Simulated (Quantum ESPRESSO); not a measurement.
# Y3N (Fm-3m) in Quantum ESPRESSO: further runs, part 3 of 4

Quantum ESPRESSO 7.5. Earlier steps stand in the parts before.

## Step 4: Phonons, PBE

pw.in reads:

```
&CONTROL
  calculation = 'scf'
  prefix = 'pwscf'
  outdir = './tmp'
  pseudo_dir = './pseudo'
  tprnfor = .true.
  tstress = .true.
  disk_io = 'low'
/
&SYSTEM
  ibrav = 0
  A = 5.1006582
  nat = 4
  ntyp = 2
  ecutwfc = 60
  ecutrho = 480
  nbnd = 27
  occupations = 'smearing'
  smearing = 'fd'
  degauss = 0.00367493
/
&ELECTRONS
  conv_thr = 8d-10
  electron_maxstep = 120
  mixing_beta = 0.5
/
ATOMIC_SPECIES
Y     88.9058 Y_pbe_v1.uspp.F.UPF
N     14.0070 N.pbe-n-radius_5.UPF
CELL_PARAMETERS alat
   0.0000000000    0.7071067808    0.7071067808
   0.7071067808    0.0000000000    0.7071067808
   0.7071067808    0.7071067808    0.0000000000
ATOMIC_POSITIONS alat
Y      0.3535533904    0.3535533904    0.3535533904
Y      1.0606601713    1.0606601713    1.0606601713
Y      0.7071067808    0.7071067808    0.7071067808
N      0.0000000000    0.0000000000    0.0000000000
K_POINTS automatic
2 2 2 1 1 1
```

gamma.in reads:

```
&CONTROL
  calculation = 'bands'
  prefix = 'pwscf'
  outdir = './tmp'
  pseudo_dir = './pseudo'
  disk_io = 'low'
  verbosity = 'high'
/
&SYSTEM
  ibrav = 0
  A = 5.1006582
  nat = 4
  ntyp = 2
  ecutwfc = 60
  ecutrho = 480
  nbnd = 27
  occupations = 'smearing'
  smearing = 'fd'
  degauss = 0.00367493
/
&ELECTRONS
  conv_thr = 1d-08
  electron_maxstep = 120
  mixing_beta = 0.5
  diago_full_acc = .true.
  startingwfc = 'random'
/
ATOMIC_SPECIES
Y     88.9058 Y_pbe_v1.uspp.F.UPF
N     14.0070 N.pbe-n-radius_5.UPF
CELL_PARAMETERS alat
   0.0000000000    0.7071067808    0.7071067808
   0.7071067808    0.0000000000    0.7071067808
   0.7071067808    0.7071067808    0.0000000000
ATOMIC_POSITIONS alat
Y      0.3535533904    0.3535533904    0.3535533904
Y      1.0606601713    1.0606601713    1.0606601713
Y      0.7071067808    0.7071067808    0.7071067808
N      0.0000000000    0.0000000000    0.0000000000
K_POINTS crystal
1
0.0 0.0 0.0 1
```

scf2.in reads:

```
&CONTROL
  calculation = 'scf'
  prefix = 'pwscf'
  outdir = './tmp'
  pseudo_dir = './pseudo'
  tprnfor = .true.
  tstress = .true.
  disk_io = 'low'
/
&SYSTEM
  ibrav = 0
  A = 5.1006582
  nat = 4
  ntyp = 2
  ecutwfc = 60
  ecutrho = 480
  nbnd = 27
  occupations = 'fixed'
/
&ELECTRONS
  conv_thr = 1d-13
  electron_maxstep = 120
  mixing_beta = 0.5
  startingpot = 'file'
/
ATOMIC_SPECIES
Y     88.9058 Y_pbe_v1.uspp.F.UPF
N     14.0070 N.pbe-n-radius_5.UPF
CELL_PARAMETERS alat
   0.0000000000    0.7071067808    0.7071067808
   0.7071067808    0.0000000000    0.7071067808
   0.7071067808    0.7071067808    0.0000000000
ATOMIC_POSITIONS alat
Y      0.3535533904    0.3535533904    0.3535533904
Y      1.0606601713    1.0606601713    1.0606601713
Y      0.7071067808    0.7071067808    0.7071067808
N      0.0000000000    0.0000000000    0.0000000000
K_POINTS automatic
2 2 2 1 1 1
```

ph.in reads:

```
phonons of Y3N
&INPUTPH
  prefix = 'pwscf'
  outdir = './tmp'
  tr2_ph = 1d-18
  fildyn = 'dyn'
  niter_ph = 90
  alpha_mix(1) = 0.7
  epsil = .true.
/
0.0000000000 0.0000000000 0.0000000000
```

dynmat.in reads:

```
&INPUT
  fildyn = 'dyn'
  asr = 'crystal'
  lperm = .true.
  filout = 'dynmat.disp'
  fileig = 'dynmat.eig'
/
```

dynmat_lo.in reads:

```
&INPUT
  fildyn = 'dyn'
  asr = 'crystal'
  filout = 'dynmat_lo.disp'
  fileig = 'dynmat_lo.eig'
  q(1) = 0
  q(2) = 0
  q(3) = 1
/
```

Potentials or basis: SSSP 1.3 efficiency PBE.

On the command line:

```console
$ OMP_NUM_THREADS=1 pw.x -in pw.in > pw.out
$ OMP_NUM_THREADS=1 pw.x -in gamma.in > gamma.out
$ OMP_NUM_THREADS=1 pw.x -in scf2.in > scf2.out
$ OMP_NUM_THREADS=1 ph.x -in ph.in > ph.out
$ OMP_NUM_THREADS=1 dynmat.x -in dynmat.in > dynmat.out
$ OMP_NUM_THREADS=1 dynmat.x -in dynmat_lo.in > dynmat_lo.out
```

pw.out:

```text
This program is part of the open-source Quantum ESPRESSO suite
     for quantum simulation of materials; please cite
[... 9 lines left out ...]
     --------------------
     sticks:   dense  smooth     PW     G-vecs:    dense   smooth      PW
     Sum        3079    1531    421               112627    39693    5769

     Using Slab Decomposition

     bravais-lattice index     =            0
     lattice parameter (alat)  =       9.6388  a.u.
     unit-cell volume          =     633.2282 (a.u.)^3
     number of atoms/cell      =            4
     number of atomic types    =            2
     number of electrons       =        38.00
     number of Kohn-Sham states=           27
     kinetic-energy cutoff     =      60.0000  Ry
     charge density cutoff     =     480.0000  Ry
     scf convergence threshold =      8.0E-10
     mixing beta               =       0.5000
     number of iterations used =            8  plain     mixing
     Exchange-correlation= PBE
                           (   1   4   3   4   0   0   0)

     celldm(1)=   9.638847  celldm(2)=   0.000000  celldm(3)=   0.000000
     celldm(4)=   0.000000  celldm(5)=   0.000000  celldm(6)=   0.000000

     crystal axes: (cart. coord. in units of alat)
               a(1) = (   0.000000   0.707107   0.707107 )
               a(2) = (   0.707107   0.000000   0.707107 )
               a(3) = (   0.707107   0.707107   0.000000 )

     reciprocal axes: (cart. coord. in units 2 pi/alat)
               b(1) = ( -0.707107  0.707107  0.707107 )
               b(2) = (  0.707107 -0.707107  0.707107 )
               b(3) = (  0.707107  0.707107 -0.707107 )

     PseudoPot. # 1 for Y  read from file:
     Y_pbe_v1.uspp.F.UPF
     Pseudo is Ultrasoft + core correction, Zval = 11.0
     Generated by new atomic code, or converted to UPF format
     Using radial grid of  885 points,  6 beta functions with:
                l(1) =   0
                l(2) =   0
                l(3) =   1
                l(4) =   1
                l(5) =   2
                l(6) =   2
     Q(r) pseudized with  6 coefficients,  rinner =    1.200   1.200   1.200
                                                       1.200   1.200

     PseudoPot. # 2 for N  read from file:
     N.pbe-n-radius_5.UPF
     Pseudo is Ultrasoft + core correction, Zval =  5.0
     Generated using "atomic" code by A. Dal Corso  v.5.1
     Using radial grid of 1085 points,  4 beta functions with:
                l(1) =   0
                l(2) =   0
                l(3) =   1
                l(4) =   1
     Q(r) pseudized with 0 coefficients

     atomic species   valence    mass     pseudopotential
     Y                11.00    88.90580     Y ( 1.00)
     N                 5.00    14.00700     N ( 1.00)

     48 Sym. Ops., with inversion, found

   Cartesian axes

     site n.     atom                  positions (alat units)
         1        Y      tau(   1) = (   0.3535534   0.3535534   0.3535534  )
         2        Y      tau(   2) = (   1.0606602   1.0606602   1.0606602  )
         3        Y      tau(   3) = (   0.7071068   0.7071068   0.7071068  )
         4        N      tau(   4) = (   0.0000000   0.0000000   0.0000000  )

     number of k points=     2  Fermi-Dirac smearing, width (Ry)=  0.0037
                       cart. coord. in units 2pi/alat
        k(    1) = (   0.1767767   0.1767767   0.1767767), wk =   0.5000000
        k(    2) = (  -0.1767767  -0.1767767   0.5303301), wk =   1.5000000

     Dense  grid:   112627 G-vectors     FFT dimensions: (  72,  72,  72)

     Smooth grid:    39693 G-vectors     FFT dimensions: (  48,  48,  48)

     Check: negative core charge=   -0.000003

     Initial potential from superposition of free atoms

     starting charge      37.9866, renormalised to      38.0000

     negative rho (up, down):  1.290E-01 0.000E+00
     Starting wfcs are   43 randomized atomic wfcs

     Self-consistent Calculation

     iteration #  1     ecut=    60.00 Ry     beta= 0.50
     Davidson diagonalization with overlap
     ethr =  1.00E-02,  avg # of iterations =  2.0

     negative rho (up, down):  1.278E-01 0.000E+00

     total energy              =    -282.12339898 Ry
     estimated scf accuracy    <       0.45325458 Ry

     iteration #  2     ecut=    60.00 Ry     beta= 0.50
     Davidson diagonalization with overlap
     ethr =  1.19E-03,  avg # of iterations =  5.0

     negative rho (up, down):  1.269E-01 0.000E+00

     total energy              =    -282.04935419 Ry
     estimated scf accuracy    <       3.67496403 Ry

     iteration #  3     ecut=    60.00 Ry     beta= 0.50
     Davidson diagonalization with overlap
     ethr =  1.19E-03,  avg # of iterations =  5.0

     negative rho (up, down):  1.266E-01 0.000E+00

     total energy              =    -282.38474496 Ry
     estimated scf accuracy    <       0.03383128 Ry

     iteration #  4     ecut=    60.00 Ry     beta= 0.50
     Davidson diagonalization with overlap
     ethr =  8.90E-05,  avg # of iterations =  2.0

     negative rho (up, down):  1.257E-01 0.000E+00

     total energy              =    -282.38345729 Ry
     estimated scf accuracy    <       0.00857385 Ry

     iteration #  5     ecut=    60.00 Ry     beta= 0.50
     Davidson diagonalization with overlap
     ethr =  2.26E-05,  avg # of iterations =  4.5

     negative rho (up, down):  1.257E-01 0.000E+00

     total energy              =    -282.38593891 Ry
     estimated scf accuracy    <       0.01005436 Ry

     iteration #  6     ecut=    60.00 Ry     beta= 0.50
     Davidson diagonalization with overlap
     ethr =  2.26E-05,  avg # of iterations =  2.0

     negative rho (up, down):  1.256E-01 0.000E+00

     total energy              =    -282.38704403 Ry
     estimated scf accuracy    <       0.00044555 Ry

     iteration #  7     ecut=    60.00 Ry     beta= 0.50
     Davidson diagonalization with overlap
     ethr =  1.17E-06,  avg # of iterations =  5.5

     negative rho (up, down):  1.256E-01 0.000E+00

     total energy              =    -282.38712444 Ry
     estimated scf accuracy    <       0.00003122 Ry

     iteration #  8     ecut=    60.00 Ry     beta= 0.50
     Davidson diagonalization with overlap
     ethr =  8.22E-08,  avg # of iterations =  4.0

     negative rho (up, down):  1.256E-01 0.000E+00

     total energy              =    -282.38713424 Ry
     estimated scf accuracy    <       0.00000460 Ry

     iteration #  9     ecut=    60.00 Ry     beta= 0.50
     Davidson diagonalization with overlap
     ethr =  1.21E-08,  avg # of iterations =  2.0

     negative rho (up, down):  1.256E-01 0.000E+00

     total energy              =    -282.38713338 Ry
     estimated scf accuracy    <       0.00000293 Ry

     iteration # 10     ecut=    60.00 Ry     beta= 0.50
     Davidson diagonalization with overlap
     ethr =  7.70E-09,  avg # of iterations =  2.0

     negative rho (up, down):  1.256E-01 0.000E+00

     total energy              =    -282.38713390 Ry
     estimated scf accuracy    <       0.00000003 Ry

     iteration # 11     ecut=    60.00 Ry     beta= 0.50
     Davidson diagonalization with overlap
     ethr =  6.62E-11,  avg # of iterations =  5.0

     negative rho (up, down):  1.256E-01 0.000E+00

     total energy              =    -282.38713389 Ry
     estimated scf accuracy    <       0.00000011 Ry

     iteration # 12     ecut=    60.00 Ry     beta= 0.50
     Davidson diagonalization with overlap
     ethr =  6.62E-11,  avg # of iterations =  4.5

     negative rho (up, down):  1.256E-01 0.000E+00

     total energy              =    -282.38713391 Ry
     estimated scf accuracy    <       0.00000001 Ry

     iteration # 13     ecut=    60.00 Ry     beta= 0.50
     Davidson diagonalization with overlap
     ethr =  2.97E-11,  avg # of iterations =  3.0

     negative rho (up, down):  1.256E-01 0.000E+00

     End of self-consistent calculation

          k = 0.1768 0.1768 0.1768 (  4957 PWs)   bands (ev):

   -31.8088 -31.5668 -31.5331 -12.1608 -12.1608 -12.1535 -11.7092 -11.7092
   -11.6137 -11.4150 -11.3005 -11.3005  -1.7395   7.3362   8.2612   8.2612
     9.7705  10.2888  10.2888  10.8749  11.3004  11.3004  12.4833  12.9332
    12.9332  14.2668  14.2668

          k =-0.1768-0.1768 0.5303 (  4977 PWs)   bands (ev):

   -31.7522 -31.5859 -31.5723 -12.2884 -12.2731 -12.0690 -11.7377 -11.5802
   -11.5470 -11.4215 -11.3102 -11.2942  -1.6879   7.5295   8.2511   8.5250
    10.0276  10.2485  10.7096  10.9915  11.5061  11.6546  12.1308  12.7719
    12.8440  13.3290  14.0071

     the Fermi energy is    10.8157 ev

!    total energy              =    -282.38713391 Ry
     estimated scf accuracy    <          9.9E-11 Ry
     smearing contrib. (-TS)   =      -0.00360075 Ry
     internal energy E=F+TS    =    -282.38353316 Ry

     The total energy is F=E-TS. E is the sum of the following terms:
     one-electron contribution =     -49.70581581 Ry
     hartree contribution      =      38.50003160 Ry
     xc contribution           =     -71.11922675 Ry
     ewald contribution        =    -200.05852221 Ry

     convergence has been achieved in  13 iterations

     negative rho (up, down):  1.256E-01 0.000E+00

     Forces acting on atoms (cartesian axes, Ry/au):

     atom    1 type  1   force =     0.00000000    0.00000000    0.00000000
     atom    2 type  1   force =     0.00000000   -0.00000000   -0.00000000
     atom    3 type  1   force =     0.00000000    0.00000000    0.00000000
     atom    4 type  2   force =     0.00000000    0.00000000   -0.00000000

     Total force =     0.000000     Total SCF correction =     0.000000

     Computing stress (Cartesian axis) and pressure

     negative rho (up, down):  1.256E-01 0.000E+00
          total   stress  (Ry/bohr**3)                   (kbar)     P=      -12.66
  -0.00008604   0.00000000   0.00000000          -12.66        0.00        0.00
   0.00000000  -0.00008604   0.00000000            0.00      -12.66        0.00
  -0.00000000   0.00000000  -0.00008604           -0.00        0.00      -12.66

=------------------------------------------------------------------------------=
   JOB DONE.
=------------------------------------------------------------------------------=
```

Run time: 5.6 min. Hardware: 1 thread of AMD EPYC 9R45 (Zen 5), shared host; peak memory 0.44 GiB.

What came out:

```yaml
Free_energy: -3842.0549 eV
Pressure_after_relaxing: -1.6 GPa
Highest_phonon_frequency_at_Γ_LO-TO_splitting_left_out: 122 cm⁻¹
Most_unstable_mode: 244i cm⁻¹
```

Levels at points of the mesh, in eV from the valence-band top:
```csv
k point,band 15,band 16,band 17,band 18,band 19,band 20,band 21,band 22
"(0.25, 0.25, 0.25)",-2.45,-2.45,-0.94,-0.42,-0.42,0.17,0.59,0.59
```

Phonon frequencies in cm⁻¹ (negative: imaginary):
```tsv
q point	frequencies
(0.000, 0.000, 0.000)	-244 -244 -244 -60 -60 -60 -1 -1 -1 122 122 122
```

Optical modes at Γ, degenerate ones joined, polar ones without the macroscopic field:
```tsv
cm⁻¹	components	symmetry	active in
244i	3	T1u	IR
60i	3	T1u	IR
122	3	T2g	Raman
```

Caveat: the k mesh is coarse (spacing up to 0.75 Å⁻¹), so the values aren't converged; some modes are imaginary; the gap on the mesh is small and may close between mesh points, in which case fixed occupations spoil the response.

(Continued in part 4 of 4.)
